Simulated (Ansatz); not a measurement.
# H9NOSi2: the cost of one run

Method: UKS PBE/6-31G*, in Ansatz 0.2.0.

**1. The structure to begin with**

Bond lengths: Si1–O2 2.068 Å, Si1–H3 1.463 Å, Si1–H4 1.480 Å, Si1–N5 1.719 Å, Si1–Si7 2.598 Å, O2–H8 0.964 Å, N5–H9 1.005 Å, N5–H10 1.005 Å, Si7–H11 1.465 Å, Si7–H12 1.466 Å, Si7–H13 1.478 Å. Angles (14 of 20 angles, heavy atoms first): O2–Si1–N5 90.0°, O2–Si1–Si7 79.5°, N5–Si1–Si7 110.8°, Si1–O2–H8 132.6°, O2–Si1–H3 85.2°, O2–Si1–H4 163.3°, H3–Si1–N5 122.2°, H3–Si1–Si7 124.6°, H4–Si1–N5 98.9°, H4–Si1–Si7 84.1°, Si1–N5–H9 120.9°, Si1–N5–H10 118.8°, Si1–Si7–H11 101.0°, Si1–Si7–H12 96.5°.

Coordinates:

```xyz
13

Si   -0.0056   -0.8924   -0.3400
O    -1.6919   -0.0224    0.4817
H    -0.9482   -1.7036   -1.1097
H     1.2558   -1.1161   -1.0810
N     0.5250   -1.3483    1.2307
H    -0.9412    0.9827    0.2357
Si    0.4893    1.6181   -0.7896
H    -2.2567   -0.2663    1.2240
H    -0.1326   -1.4856    1.9780
H     1.2990   -1.9835    1.3155
H     1.8715    1.7192   -0.3136
H     0.5660    1.5122   -2.2501
H    -0.0302    2.9860   -0.5815
```

**2. Pulling towards end A**

Springs on the bonds that form and break draw the guess towards this end; the thresholds are loose.

Input file input.yaml:

```yaml
crystal:
  periodic: [false, false, false]
  atoms:
    - { symbol: Si, position_ang: [-0.0056, -0.8924, -0.34] }
    - { symbol: O, position_ang: [-1.6919, -0.0224, 0.4817] }
    - { symbol: H, position_ang: [-0.9482, -1.7036, -1.1097] }
    - { symbol: H, position_ang: [1.2558, -1.1161, -1.081] }
    - { symbol: "N", position_ang: [0.525, -1.3483, 1.2307] }
    - { symbol: H, position_ang: [-0.9412, 0.9827, 0.2357] }
    - { symbol: Si, position_ang: [0.4893, 1.6181, -0.7896] }
    - { symbol: H, position_ang: [-2.2567, -0.2663, 1.224] }
    - { symbol: H, position_ang: [-0.1326, -1.4856, 1.978] }
    - { symbol: H, position_ang: [1.299, -1.9835, 1.3155] }
    - { symbol: H, position_ang: [1.8715, 1.7192, -0.3136] }
    - { symbol: H, position_ang: [0.566, 1.5122, -2.2501] }
    - { symbol: H, position_ang: [-0.0302, 2.986, -0.5815] }
magnetization:
  spin_polarized: true
basis:
  gaussian: { orbitals: "6-31G*" }
hamiltonian:
  xc: pbe
relax:
  f_tol: 0.15
  max_steps: 25
  restrain:
    - { distance: [0, 6], at: 3.52, k: 30.0 }
    - { distance: [5, 1], at: 2.27, k: 30.0 }
    - { distance: [0, 1], at: 1.77, k: 30.0 }
    - { distance: [5, 6], at: 1.42, k: 30.0 }
output:
  orbitals: {}
```

Run with:

```
$ ansatz run input.yaml --threads 2 --pin off --max-ram 3072MiB --backend cpu --events-out ev --progress --plain --runs-dir out
```

**Question.** How long does this run take on 2 threads of AMD EPYC 9R14 (Zen 4), shared host, and how much memory does it need?

About 22 s, with a peak of 0.19 GiB.
